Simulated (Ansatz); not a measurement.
Run this with the Ansatz DFT code, driven from Python and show what comes out.

The script, `run_energy.py`:
```python
"""Electronic structure of the C2H6BCl molecule."""

import ansatz
from ase import Atoms
import numpy as np


def main() -> None:
    atoms = Atoms(["B", "C", "C", "Cl", "H", "H", "H", "H", "H", "H"], positions=[
        [-0.5116, 1.2491, -0.3438],
        [-0.2152, -0.2564, -0.5],
        [0.6671, -0.7148, 0.6205],
        [-1.6505, -1.1835, -0.4906],
        [-0.2544, 2.0442, -1.2275],
        [-1.122, 1.7064, 0.6041],
        [0.3274, -0.4149, -1.4669],
        [0.9771, -1.7764, 0.4997],
        [0.2092, -0.5603, 1.6624],
        [1.656, -0.1446, 0.6452],
    ])
    c2h6bcl = ansatz.Crystal.molecule_from_ase(atoms)

    base = (
        c2h6bcl.calculation()
        .basis(gaussian="cc-pVDZ")
        .functional("pbe0", dispersion="d3bj")
        .forces()
    )
    print(base.to_yaml())
    outcome = base.run(threads=1, backend="cpu")
    data = outcome.report

    print(f"E = {data['free_energy_ev']:.6f} eV = {data['free_energy_ev'] / 27.211386246:.7f} Ha")
    print("converged:", data["converged"], " doubts:", data["published_state_doubts"] or "none")

    field = data["mean_field"]
    print("<S^2> =", round(abs(field["state"]["spin_squared"]), 4), " all-electron relativity setting:", field["relativity"])
    print("passes:", field["passes"])
    if "symmetry" in field:
        print("occupied orbitals by irrep:", field["symmetry"]["occupied"])

    symbols = [site.symbol for site in c2h6bcl.cartesian_sites]
    print("forces (eV/A)")
    for symbol, f in zip(symbols, data["forces_ev_ang"]):
        print(f"  {symbol:2s} {f[0]:9.4f} {f[1]:9.4f} {f[2]:9.4f}")

    charges = data["charge_distribution"]
    print("dipole moment", round(4.803205 * float(np.linalg.norm(charges["dipole_moment_e_ang"])), 3), "D")
    print("Mulliken:", [(s, round(q, 3)) for s, q in zip(symbols, charges["mulliken_charges_e"])])


if __name__ == "__main__":
    main()
```

Output of `python run_energy.py`:
```text
crystal:
  periodic: [false, false, false]
  atoms:
    - { symbol: B, position_ang: [-0.5116, 1.2491, -0.3438] }
    - { symbol: C, position_ang: [-0.2152, -0.2564, -0.5] }
    - { symbol: C, position_ang: [0.6671, -0.7148, 0.6205] }
    - { symbol: Cl, position_ang: [-1.6505, -1.1835, -0.4906] }
    - { symbol: H, position_ang: [-0.2544, 2.0442, -1.2275] }
    - { symbol: H, position_ang: [-1.122, 1.7064, 0.6041] }
    - { symbol: H, position_ang: [0.3274, -0.4149, -1.4669] }
    - { symbol: H, position_ang: [0.9771, -1.7764, 0.4997] }
    - { symbol: H, position_ang: [0.2092, -0.5603, 1.6624] }
    - { symbol: H, position_ang: [1.656, -0.1446, 0.6452] }
basis:
  gaussian:
    orbitals: cc-pVDZ
hamiltonian:
  xc: pbe0
  dispersion: d3bj
output:
  forces: true

E = -15362.458527 eV = -564.5599378 Ha
converged: True  doubts: none
<S^2> = 0.0  all-electron relativity setting: none
passes: {'evaluations': 14, 'products': 11}
occupied orbitals by irrep: [{'A': 20}, {'A': 20}]
forces (eV/A)
  B    -1.0851    1.2919   -0.2199
  C     2.4220    0.4993   -0.6541
  C     1.6776    0.2231    1.8485
  Cl   -2.0903   -0.9635   -0.2285
  H     0.2388   -0.1457    0.1416
  H     0.2191   -0.3041    0.0537
  H    -0.4382   -0.2009    0.4508
  H    -0.3348    0.2558    0.1217
  H     0.3587   -0.2966   -1.3742
  H    -0.9679   -0.3593   -0.1397
dipole moment 1.658 D
Mulliken: [('B', 0.076), ('C', -0.166), ('C', -0.089), ('Cl', -0.078), ('H', -0.015), ('H', 0.007), ('H', 0.075), ('H', 0.061), ('H', 0.074), ('H', 0.055)]
```

What to keep in mind:
- Total energies depend on the basis set; only differences at equal settings carry meaning.
- The geometry is a force-field or estimated start, not a minimum of this method, and the basis set is short of its limit.
- Timing: 4 s on 1 thread of Arm Neoverse V1 (shared host), peak memory 0.23 GiB.
